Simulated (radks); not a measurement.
# Au⁻ held by a Watson sphere

The task here is to estimate one member of a computed series from the others.

Method: scalar-relativistic Kohn-Sham, r2SCAN, spin-polarised, spherical densities, finite nucleus. Code: radks (a radial shooting solver on a logarithmic mesh, Libxc functionals) version 1.

### Starting point

| Property | Result |
| --- | --- |
| element | gold (Z = 79) |
| charge | -1 |
| electrons | 80 |
| configuration | [Hg] |
| nuclear rms radius | 5.4371 fm |

Outer shells as boxes (Hund's rule):

Au⁻
```
[Xe] core
4f [↑↓][↑↓][↑↓][↑↓][↑↓][↑↓][↑↓]
5d [↑↓][↑↓][↑↓][↑↓][↑↓]
6s [↑↓]
```

Set-up of the first run:

Settings of this run:

```text
Z 79
configuration [Hg]
relativity scalar-relativistic
functional r2scan,r2scan
spin polarised
nucleus finite rms 5.4371 fm
c 137.035999084
watson charge 0.75 radius 2.63 bohr
```

Run with:

```
$ python run_ks.py task.json out
```

The same process makes all the runs of this session.

Among the steps run: R = 2.63 bohr; R = 3.55 bohr; R = 3.64 bohr; R = 3.95 bohr; R = 4.98 bohr; R = 6.57 bohr.

One table of the session follows, with a row left open; its other results are not shown here.

| R (bohr) | highest level (eV) | its <r> (bohr) | sum of <r²> (bohr²) |
| --- | --- | --- | --- |
| 2.63 | -5.061 | 2.850 | 70.11 |
| 3.55 | -4.442 | 2.979 | 72.91 |
| 3.64 | -4.376 | 2.991 | 73.14 |
| 3.95 | ? | ? | ? |
| 4.98 | -3.476 | 3.122 | 75.76 |
| 6.57 | -2.685 | 3.197 | 77.34 |

Q: Estimate the row for R (bohr) = 3.95 from the others.

Worked estimate for «highest level (eV)». A straight line through the neighbours (3.64, -4.376) and (4.98, -3.476) gives -4.376 + (-3.476 + 4.376) × (3.95 − 3.64) / (4.98 − 3.64) = -4.168; a parabola fitted to 4 rows on both sides gives -4.148.

**Answer.** highest level (eV): -4.152; its <r> (bohr): 3.028; sum of <r²> (bohr²): 73.88. In «highest level (eV)» the line misses by -0.016 and the parabola by +0.004.

What this shows: From R = 2.63 to 6.57 bohr the top level moves from -5.061 to -2.685 eV and its mean radius from 2.85 to 3.20 bohr. A wider sphere makes a shallower well, so the ion swells.
